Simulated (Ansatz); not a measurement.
**Ag2Sb: one candidate structure**

Aim: relax Ag2Sb from this start, marcasite type (Pnnm, No. 58), and see where it ends.

Program: Ansatz 0.2.0. Level of theory: DFT PBE, scalar-relativistic, plane waves, PAW. These are calculated values, not measurements.

1 further run of the same task is left out (it didn't finish).

### Step 1. Starting point

It takes space group Pnnm (No. 58, orthorhombic). Conventional cell: a = 5.085 Å, b = 6.206 Å, c = 3.874 Å, α = 90.00°, β = 90.00°, γ = 90.00°. Ag (site symmetry m) has 1 Ag at 2.53 Å and 3 Sb at 2.56 to 2.58 Å as nearest neighbours. Sb (site symmetry 2/m) has 6 Ag at 2.56 to 2.58 Å as nearest neighbours.

Coordinates:

```
Ag Sb
1.0
     5.08497    0.00000    0.00000
     0.00000    6.20617    0.00000
     0.00000    0.00000    3.87431
Ag Sb
4 2
Direct
  0.20040 0.37870 0.00000
  0.79960 0.62130 0.00000
  0.70040 0.12130 0.50000
  0.29960 0.87870 0.50000
  0.00000 0.00000 0.00000
  0.50000 0.50000 0.50000
```

(A quick probe on a coarse mesh, which set the mesh and smearing, is not shown.)

### Step 3. A loose first relaxation

Contents of input.yaml:

```yaml
crystal:
  lattice:
    - [5.0849690828, 0.0, 0.0]
    - [0.0, 6.2061655237, 0.0]
    - [0.0, 0.0, 3.8743057423]
  atoms:
    - { symbol: Ag, position: [0.2004, 0.3787, 0.0] }
    - { symbol: Ag, position: [0.7996, 0.6213, 0.0] }
    - { symbol: Ag, position: [0.7004, 0.1213, 0.5] }
    - { symbol: Ag, position: [0.2996, 0.8787, 0.5] }
    - { symbol: Sb, position: [0.0, 0.0, 0.0] }
    - { symbol: Sb, position: [0.5, 0.5, 0.5] }
basis:
  ecutwfc: 420
kpoints:
  mp_grid: { grid: [4, 4, 4] }
hamiltonian:
  xc: pbe
scf:
  occupations: { method: gaussian, width: 0.1 }
  lower_state_search: "off"
output:
  forces: true
  stress: true
  eigenvalues: true
relax:
  adjacent_minimum: "off"
  f_tol: 0.04
  max_steps: 70
  cell: { stress_tol: 0.4 }
```

On the command line:

```sh
ansatz run input.yaml --threads 1 --pin off --max-ram 2560MiB --backend cpu --events-out ev --progress --plain --runs-dir out
```

The session goes on with these runs: the relaxation.

What does the calculation give?

**Answer**, as computed:

Formation energies count from the elements, computed with the same settings in runs not shown here.

```
                          quantity                                                                      value
               cell (conventional)  a = 3.566 Å, b = 4.114 Å, c = 8.639 Å, α = 90.00°, β = 90.00°, γ = 90.00°
                       space group                                                              Immm (No. 71)
                            volume                                                              21.12 Å³/atom
                   gap on the mesh                                                               none (metal)
formation energy from the elements                                                             +0.081 eV/atom
```

The structure ended in another space group than at the start: Pnnm to Immm. The formation energy of +0.08 eV/atom is positive, so the elements lie lower than this structure; another structure of the compound can lie lower. The runs treat Sb without spin-orbit coupling.
